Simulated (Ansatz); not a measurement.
# TiC2: the cost of one run

Program: Ansatz 0.2.0. Level of theory: DFT PBE, scalar-relativistic, plane waves, PAW. These are calculated values, not measurements.

## 1. Starting point

It takes space group Pcc2 (No. 27, orthorhombic). Conventional cell: a = 3.578 Å, b = 4.596 Å, c = 3.792 Å, α = 90.00°, β = 90.00°, γ = 90.00°. Around Ti (site symmetry 2) lie 2 Ti at 1.90 Å and 4 C at 1.94 to 2.01 Å. Around C (site symmetry 1) lie 3 C at 1.53 to 1.90 Å and 2 Ti at 1.94 to 2.01 Å.

Structure file:

```
Ti C
1.0
     3.57832    0.00000    0.00000
     0.00000    4.59563    0.00000
     0.00000    0.00000    3.79209
Ti C
2 4
Direct
  0.00000 0.50000 0.91945
  0.00000 0.50000 0.41945
  0.48867 0.66667 0.51133
  0.51133 0.33333 0.51133
  0.48867 0.33333 0.01133
  0.51133 0.66667 0.01133
```

This is candidate A: random cell with space group Pcc2 (No. 27).

## 2. Rough relaxation on the coarse mesh (candidate A)

Contents of input.yaml:

```yaml
crystal:
  lattice:
    - [3.5783220331, 0.0, 0.0]
    - [0.0, 4.5956343881, 0.0]
    - [0.0, 0.0, 3.7920886855]
  atoms:
    - { symbol: Ti, position: [0.0, 0.5, 0.9194454495] }
    - { symbol: Ti, position: [0.0, 0.5, 0.4194454495] }
    - { symbol: C, position: [0.4886726709, 0.6666666667, 0.5113273291] }
    - { symbol: C, position: [0.5113273291, 0.3333333333, 0.5113273291] }
    - { symbol: C, position: [0.4886726709, 0.3333333333, 0.0113273291] }
    - { symbol: C, position: [0.5113273291, 0.6666666667, 0.0113273291] }
basis:
  ecutwfc: 420
kpoints:
  mp_grid: { grid: [6, 4, 4] }
hamiltonian:
  xc: pbe
scf:
  occupations: { method: gaussian, width: 0.1 }
  lower_state_search: "off"
output:
  forces: true
  stress: true
  eigenvalues: true
relax:
  adjacent_minimum: "off"
  f_tol: 0.04
  max_steps: 70
  cell: { stress_tol: 0.4 }
```

Started as:

```sh
$ ansatz run input.yaml --threads 1 --pin off --max-ram 2560MiB --backend cpu --events-out ev --progress --plain --runs-dir out
```

Q: Estimate wall time and peak memory on 1 thread of Intel Xeon 6975P-C (Granite Rapids), shared host.

About 81 s, with a peak of 0.42 GiB.
